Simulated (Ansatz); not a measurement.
# Cl2H4HfN2: the cost of one run

Program: Ansatz 0.2.0. Level of theory: RKS r2SCAN/def2-SVP. These are calculated values, not measurements.

**1. The structure to begin with**

Bond lengths: Hf1–Cl2 2.520 Å, Hf1–N3 2.210 Å, N3–H4 1.060 Å, N3–H5 1.060 Å, Hf1–Cl6 2.518 Å, Hf1–N7 2.208 Å, N7–H8 1.060 Å, N7–H9 1.060 Å. Angles: Cl2–Hf1–N3 109.4°, Cl2–Hf1–Cl6 109.5°, Cl2–Hf1–N7 109.5°, N3–Hf1–Cl6 109.5°, N3–Hf1–N7 109.5°, Cl6–Hf1–N7 109.5°, Hf1–N3–H4 120.0°, Hf1–N3–H5 120.0°, H4–N3–H5 120.0°, Hf1–N7–H8 120.0°, Hf1–N7–H9 120.0°, H8–N7–H9 120.0°.

As a file:

```xyz
9

Hf    0.0000    0.0000    0.0000
Cl    0.0000    0.0000    2.5200
N     2.0840    0.0000   -0.7359
H     2.5823   -0.9180   -0.9166
H     2.5853    0.9180   -0.9082
Cl   -1.1869    2.0563   -0.8392
N    -1.0409   -1.8034   -0.7359
H    -1.5759   -2.4197   -0.0595
H    -1.0055   -2.0526   -1.7656
```

**2. Relaxing the start**

Input file input.yaml:

```yaml
crystal:
  periodic: [false, false, false]
  atoms:
    - { symbol: Hf, position_ang: [0.0, 0.0, 0.0] }
    - { symbol: Cl, position_ang: [0.0, 0.0, 2.52] }
    - { symbol: "N", position_ang: [2.084, 0.0, -0.7359] }
    - { symbol: H, position_ang: [2.5823, -0.918, -0.9166] }
    - { symbol: H, position_ang: [2.5853, 0.918, -0.9082] }
    - { symbol: Cl, position_ang: [-1.1869, 2.0563, -0.8392] }
    - { symbol: "N", position_ang: [-1.0409, -1.8034, -0.7359] }
    - { symbol: H, position_ang: [-1.5759, -2.4197, -0.0595] }
    - { symbol: H, position_ang: [-1.0055, -2.0526, -1.7656] }
basis:
  gaussian: { orbitals: def2-SVP }
hamiltonian:
  xc: r2scan
relax:
  f_tol: 0.02
  max_steps: 40
```

Command:

```bash
$ ansatz run input.yaml --threads 4 --pin off --max-ram 5120MiB --backend cpu --events-out ev --progress --plain --runs-dir out
```

Q: Estimate wall time and peak memory on 4 threads of Arm Neoverse V1, shared host.

About 51 s, with a peak of 0.21 GiB.
